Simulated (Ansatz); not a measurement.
# CH₆FGaSi₂: basis-set convergence

One table from this session's results is given with a row withheld; the runs are named, their logs left out.

Program: Ansatz 0.2.0, Gaussian basis. Level of theory: one geometry, several basis sets. These are calculated values, not measurements.

The runs, in order: PBE0-D4/def2-SVP; ωB97M-V/def2-SVP; PBE0-D4/def2-QZVPP; ωB97M-V/def2-QZVPP; the functionals' def2-TZVPP values are taken from earlier runs.

### The geometry

An earlier PBE0-D4 in a triple-zeta def2 set relaxation fixed the geometry.

SMILES `F[Si@H]1[GaH][C@@H]1[SiH3]`, 11 atoms, charge 0, spin multiplicity 1.

Atoms are counted from 1 here; the program's logs count them from 0.

Bond lengths: F1–Si2 1.600 Å, Si2–Ga3 2.289 Å, Si2–C4 1.845 Å, Si2–H6 1.482 Å, Ga3–C4 2.081 Å, Ga3–H7 1.553 Å, C4–Si5 1.848 Å, C4–H8 1.100 Å, Si5–H9 1.489 Å, Si5–H10 1.490 Å, Si5–H11 1.491 Å. Angles: F1–Si2–Ga3 129.9°, F1–Si2–C4 121.2°, F1–Si2–H6 108.2°, Ga3–Si2–C4 59.3°, Ga3–Si2–H6 116.9°, C4–Si2–H6 112.7°, Si2–Ga3–C4 49.7°, Si2–Ga3–H7 175.9°, C4–Ga3–H7 128.5°, Si2–C4–Ga3 71.0°, Si2–C4–Si5 122.9°, Si2–C4–H8 115.7°, Ga3–C4–Si5 132.7°, Ga3–C4–H8 96.9°, Si5–C4–H8 111.3°, C4–Si5–H9 109.1°, C4–Si5–H10 111.2°, C4–Si5–H11 113.1° and more.

Coordinates:

```tsv
atom	x (Å)	y (Å)	z (Å)
F1	-2.53476	-0.88389	1.40975
Si2	-1.13847	-0.11546	1.27237
Ga3	0.98850	-0.84869	1.69176
C4	0.02216	-0.48286	-0.11419
Si5	0.34763	0.70575	-1.49151
H6	-1.39187	1.33592	1.43682
H7	2.40451	-1.44053	1.92647
H8	0.01971	-1.52228	-0.47486
H9	0.38071	2.08977	-0.94215
H10	1.66309	0.43635	-2.13722
H11	-0.69570	0.66882	-2.55645
```

Set-up of the first run:

in.yaml reads:

```yaml
crystal:
  periodic: [false, false, false]
  atoms:
    - {symbol: F, position_ang: [-2.534763, -0.883888, 1.409752]}
    - {symbol: Si, position_ang: [-1.138473, -0.115460, 1.272370]}
    - {symbol: Ga, position_ang: [0.988499, -0.848690, 1.691759]}
    - {symbol: C, position_ang: [0.022164, -0.482863, -0.114194]}
    - {symbol: Si, position_ang: [0.347626, 0.705751, -1.491512]}
    - {symbol: H, position_ang: [-1.391871, 1.335919, 1.436823]}
    - {symbol: H, position_ang: [2.404515, -1.440532, 1.926473]}
    - {symbol: H, position_ang: [0.019707, -1.522277, -0.474856]}
    - {symbol: H, position_ang: [0.380707, 2.089774, -0.942147]}
    - {symbol: H, position_ang: [1.663086, 0.436350, -2.137219]}
    - {symbol: H, position_ang: [-0.695699, 0.668817, -2.556448]}
basis:
  gaussian: {orbitals: def2-SVP}
hamiltonian: {xc: pbe0, dispersion: d4}
output: {orbitals: {seedname: orbitals}}
```

Steps of the session up to this table: PBE0-D4 in def2-SVP; ωB97M-V in def2-SVP; PBE0-D4 in def2-QZVPP; ωB97M-V in def2-QZVPP.

One of the session's tables, all rows but one given; the rest of the session is left out.

It belongs to the step «Functionals by basis». 

```
functional       basis  HOMO (eV)  LUMO (eV)
   PBE0-D4    def2-SVP      -6.29      -2.27
   PBE0-D4  def2-TZVPP      -6.32      -2.32
   PBE0-D4  def2-QZVPP      -6.33      -2.33
   ωB97M-V    def2-SVP      -8.24      -0.49
   ωB97M-V  def2-TZVPP          ?          ?
   ωB97M-V  def2-QZVPP      -8.30      -0.65
```

Q: Estimate the row for ωB97M-V, def2-TZVPP from the others.

As computed: HOMO (eV): -8.28; LUMO (eV): -0.55. In the column «HOMO (eV)» it lies between ωB97M-V, def2-QZVPP (-8.30) and ωB97M-V, def2-SVP (-8.24).
